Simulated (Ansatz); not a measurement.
# CH8ClNSi2: up Jacob's ladder to CCSD(T)

The task here is to estimate one member of a computed series from the others.

Computed with Ansatz 0.2.0, Gaussian basis. Level: functionals in def2-TZVPP, the program's frozen cores in correlated methods.

Plan: LDA (SPW92), PBE-D4, revPBE-D4, BLYP-D4, r2SCAN-D4, B97M-V, PBE0-D4, B3LYP-D4, r2SCANh-D4, r2SCAN0-D4, HSE06-D4, BHLYP-D4, CAM-B3LYP-D4, LC-ωPBE, ωB97X-V, ωB97M-V, B2PLYP, PBE-QIDH; CCSD(T)/def2-SVP; CCSD(T)/def2-TZVPP; MP2/def2-QZVPP; extrapolation to the limit; RPA on PBE.

### The geometry

The geometry comes from an earlier relaxation with PBE0-D4 in a triple-zeta def2 set; it is a stationary point, not always the lowest conformer.

SMILES `CN[SiH]([SiH3])Cl`, 13 atoms, charge 0, spin multiplicity 1.

Atoms are counted from 1 here; the program's logs count them from 0.

Bond lengths: C1–N2 1.449 Å, C1–H6 1.096 Å, C1–H7 1.093 Å, C1–H8 1.093 Å, N2–Si3 1.702 Å, N2–H9 1.009 Å, Si3–Si4 2.339 Å, Si3–Cl5 2.087 Å, Si3–H10 1.483 Å, Si4–H11 1.486 Å, Si4–H12 1.488 Å, Si4–H13 1.488 Å. Angles: N2–C1–H6 113.0°, N2–C1–H7 109.7°, N2–C1–H8 110.9°, H6–C1–H7 107.3°, H6–C1–H8 108.5°, H7–C1–H8 107.3°, C1–N2–Si3 124.8°, C1–N2–H9 113.4°, Si3–N2–H9 117.1°, N2–Si3–Si4 111.5°, N2–Si3–Cl5 114.1°, N2–Si3–H10 106.5°, Si4–Si3–Cl5 104.9°, Si4–Si3–H10 114.1°, Cl5–Si3–H10 105.8°, Si3–Si4–H11 109.1°, Si3–Si4–H12 110.7°, Si3–Si4–H13 110.3° and more.

The first run:

Input file in.yaml:

```yaml
crystal:
  periodic: [false, false, false]
  atoms:
    - {symbol: C, position_ang: [-1.600435, 0.458011, 0.910613]}
    - {symbol: N, position_ang: [-0.200900, 0.790826, 1.082525]}
    - {symbol: Si, position_ang: [0.990990, 0.628645, -0.121491]}
    - {symbol: Si, position_ang: [0.941492, -1.497639, -1.094527]}
    - {symbol: Cl, position_ang: [0.775727, 1.955504, -1.718143]}
    - {symbol: H, position_ang: [-2.201064, 1.302301, 0.553888]}
    - {symbol: H, position_ang: [-1.699795, -0.345230, 0.176743]}
    - {symbol: H, position_ang: [-2.032790, 0.097173, 1.847600]}
    - {symbol: H, position_ang: [-0.037473, 1.478582, 1.801925]}
    - {symbol: H, position_ang: [2.284772, 0.973065, 0.516669]}
    - {symbol: H, position_ang: [2.018813, -1.591936, -2.114278]}
    - {symbol: H, position_ang: [1.149396, -2.552526, -0.065786]}
    - {symbol: H, position_ang: [-0.368331, -1.731176, -1.760838]}
basis:
  gaussian: {orbitals: def2-TZVPP}
hamiltonian: {xc: lda}
output: {orbitals: {seedname: orbitals}}
```

Steps of the session up to this table: LDA; PBE-D4 (GGA); revPBE-D4 (GGA); BLYP-D4 (GGA); r2SCAN-D4 (meta-GGA); B97M-V (meta-GGA); PBE0-D4 (hybrid); B3LYP-D4 (hybrid); r2SCANh-D4 (hybrid); r2SCAN0-D4 (hybrid); HSE06-D4 (hybrid); BHLYP-D4 (hybrid); CAM-B3LYP-D4 (range-separated); LC-ωPBE (range-separated); ωB97X-V (range-separated); ωB97M-V (range-separated); B2PLYP (double hybrid); PBE-QIDH (double hybrid).

One of the session's tables, all rows but one given; the rest of the session is left out.

It belongs to the step «Frontier levels by functional». 

```
  functional  HOMO (eV)  gap (eV)
 LDA (SPW92)      -6.07      4.89
      PBE-D4          ?         ?
   revPBE-D4      -5.89      5.00
     BLYP-D4      -5.82      5.00
   r2SCAN-D4      -6.21      5.49
      B97M-V      -6.36      5.41
     PBE0-D4      -7.28      7.13
    B3LYP-D4      -7.05      6.73
  r2SCANh-D4      -6.71      6.29
  r2SCAN0-D4      -7.47      7.48
    HSE06-D4      -6.88      6.35
    BHLYP-D4      -8.53      9.29
CAM-B3LYP-D4      -8.65      9.56
     LC-ωPBE     -10.01     12.02
     ωB97X-V      -9.67     11.55
     ωB97M-V      -9.55     11.13
```

Q: Estimate the row for PBE-D4 from the others.

**Answer.** HOMO (eV): -5.94; gap (eV): 4.96. In the column «HOMO (eV)» it lies between LDA (SPW92) (-6.07) and revPBE-D4 (-5.89).
